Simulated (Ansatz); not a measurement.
# ZrNb3N: the cost of one run

Computed with Ansatz 0.2.0 (DFT PBE, scalar-relativistic, plane waves, PAW, unless a step's input says otherwise).

1 further run of the same task is left out (set aside as unsound or not needed).

## (1) Starting point

The structure is orthorhombic, space group Cmmm (No. 65). Conventional cell: a = 5.464 Å, b = 7.619 Å, c = 3.554 Å, α = 90.00°, β = 90.00°, γ = 90.00°. Zr (site symmetry mmm) is surrounded by 2 N at 1.78 Å. Nb (site symmetry 2/m) has 2 Zr at 2.34 Å as nearest neighbours. Nb (site symmetry mmm) is surrounded by 2 N at 2.73 Å and 8 Nb at 2.94 Å. Around N (site symmetry mmm) lie 2 Zr at 1.78 Å.

As a file:

```cif
data_structure
_symmetry_space_group_name_H-M 'Cmmm'
_symmetry_Int_Tables_number 65
_cell_length_a 5.4640
_cell_length_b 7.6191
_cell_length_c 3.5539
_cell_angle_alpha 90.000
_cell_angle_beta 90.000
_cell_angle_gamma 90.000
_cell_volume 147.95
loop_
_atom_site_label
_atom_site_type_symbol
_atom_site_symmetry_multiplicity
_atom_site_Wyckoff_symbol
_atom_site_fract_x
_atom_site_fract_y
_atom_site_fract_z
_atom_site_occupancy
Zr1 Zr 2 a 0.00000 0.00000 0.00000 1
Nb1 Nb 4 e 0.25000 0.25000 0.00000 1
Nb2 Nb 2 c 0.50000 0.00000 0.50000 1
N1 N 2 d 0.00000 0.00000 0.50000 1
```

Recipe of the guess: random cell by space group and Wyckoff sites (Cmmm, No. 65). Lengths come from tabulated atomic sizes and are only a guess.

## (2) Probe: one point on a coarse mesh

input.yaml

```yaml
crystal:
  lattice:
    - [2.73200067, -3.80955435, 0.0]
    - [2.73200067, 3.80955435, 0.0]
    - [0.0, 0.0, 3.55385788]
  atoms:
    - { symbol: Zr, position: [0.0, 0.0, 0.0] }
    - { symbol: Nb, position: [0.0, 0.5, 0.0] }
    - { symbol: Nb, position: [0.5, 0.0, 0.0] }
    - { symbol: Nb, position: [0.5, 0.5, 0.5] }
    - { symbol: "N", position: [0.0, 0.0, 0.5] }
basis:
  ecutwfc: 420
kpoints:
  mp_grid: { grid: [4, 4, 6] }
hamiltonian:
  xc: pbe
scf:
  occupations: { method: gaussian, width: 0.1 }
  lower_state_search: "off"
output:
  forces: true
  stress: true
  eigenvalues: true
```

Command:

```bash
> ansatz run input.yaml --threads 1 --pin off --max-ram 2560MiB --backend cpu --events-out ev --progress --plain --runs-dir out
```

**Question.** How long does this run take on 1 thread of AMD EPYC 9R45 (Zen 5), shared host, and how much memory does it need?

About 1.6 s, with a peak of 0.41 GiB.
